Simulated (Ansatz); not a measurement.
**CH₈BInSi: a ladder of functionals and wavefunction methods**

An exercise on one series of results from a longer session: the logs are not shown, and one member is left open.

Program: Ansatz 0.2.0, Gaussian basis. Level of theory: functionals in def2-TZVPP, the program's frozen cores in correlated methods. These are calculated values, not measurements.

Levels to be run: PBE-D4, r2SCAN-D4, PBE0-D4, B3LYP-D4, ωB97X-V, ωB97M-V, B2PLYP; CCSD(T)/def2-TZVPP; MP2/def2-QZVPP; extrapolation to the limit.

### The geometry

An earlier PBE0-D4 in a triple-zeta def2 set relaxation fixed the geometry. In takes the def2 core potential; no spin-orbit term is included.

SMILES `[SiH3]B[CH2][InH2]`, 12 atoms, charge 0, spin multiplicity 1.

Atoms are counted from 1 here; the program's logs count them from 0.

Bond lengths: Si1–B2 2.021 Å, Si1–H5 1.541 Å, Si1–H6 1.488 Å, Si1–H7 1.485 Å, B2–C3 1.483 Å, B2–H8 1.199 Å, C3–In4 2.331 Å, C3–H9 1.090 Å, C3–H10 1.090 Å, In4–H11 1.711 Å, In4–H12 1.712 Å. Angles: B2–Si1–H5 103.9°, B2–Si1–H6 116.5°, B2–Si1–H7 118.8°, H5–Si1–H6 102.1°, H5–Si1–H7 103.1°, H6–Si1–H7 109.8°, Si1–B2–C3 116.6°, Si1–B2–H8 120.2°, C3–B2–H8 121.7°, B2–C3–In4 81.0°, B2–C3–H9 123.2°, B2–C3–H10 121.9°, In4–C3–H9 95.7°, In4–C3–H10 110.0°, H9–C3–H10 112.5°, C3–In4–H11 124.2°, C3–In4–H12 106.3°, H11–In4–H12 128.0°.

The first run:

File in.yaml:

```yaml
crystal:
  periodic: [false, false, false]
  atoms:
    - {symbol: Si, position_ang: [-0.870945, 1.439674, -0.081450]}
    - {symbol: B, position_ang: [-0.974033, -0.551376, -0.409466]}
    - {symbol: C, position_ang: [0.201087, -1.178759, -1.061310]}
    - {symbol: In, position_ang: [1.180657, -0.590323, 0.970237]}
    - {symbol: H, position_ang: [0.367748, 1.601756, 0.821562]}
    - {symbol: H, position_ang: [-0.516516, 2.287867, -1.251794]}
    - {symbol: H, position_ang: [-1.948722, 2.092026, 0.705149]}
    - {symbol: H, position_ang: [-1.825380, -1.207042, 0.121578]}
    - {symbol: H, position_ang: [0.903152, -0.625720, -1.685040]}
    - {symbol: H, position_ang: [0.271060, -2.256481, -1.209953]}
    - {symbol: H, position_ang: [0.496734, -0.931559, 2.501476]}
    - {symbol: H, position_ang: [2.792158, -0.134963, 0.613210]}
basis:
  gaussian: {orbitals: def2-TZVPP}
hamiltonian: {xc: pbe, dispersion: d4}
output: {forces: true, orbitals: {seedname: orbitals}}
```

Run with:

```console
ansatz run in.yaml --threads 4 --pin off --events-out ev --progress --plain --max-ram 10444MiB
```

Among the steps run: PBE-D4 (GGA); r2SCAN-D4 (meta-GGA); PBE0-D4 (hybrid); B3LYP-D4 (hybrid); ωB97X-V (range-separated); ωB97M-V (range-separated); B2PLYP (double hybrid); CCSD(T) in def2-TZVPP; MP2 in def2-QZVPP.

One of the session's tables, all rows but one given; the rest of the session is left out.

```
            method  atomisation energy (kcal/mol)
            PBE-D4                          868.8
         r2SCAN-D4                          872.6
           PBE0-D4                          865.7
          B3LYP-D4                          865.5
           ωB97X-V                          873.4
           ωB97M-V                          871.5
            B2PLYP                          854.2
     HF/def2-TZVPP                          656.7
    MP2/def2-TZVPP                              ?
   CCSD/def2-TZVPP                          840.9
CCSD(T)/def2-TZVPP                          851.1
           MP2/CBS                          866.0
       CCSD(T)/CBS                          869.9
```

**Question.** Estimate the row for MP2/def2-TZVPP.

**Answer.** atomisation energy (kcal/mol): 847.3. In the column «atomisation energy (kcal/mol)» it lies between CCSD/def2-TZVPP (840.9) and CCSD(T)/def2-TZVPP (851.1).

Limits of these values: Free atoms (1 Si, 1 B, 1 C, 1 In, 8 H) were run apart at each level; the atomisation energy is their sum less the molecule, without zero-point or spin-orbit terms.
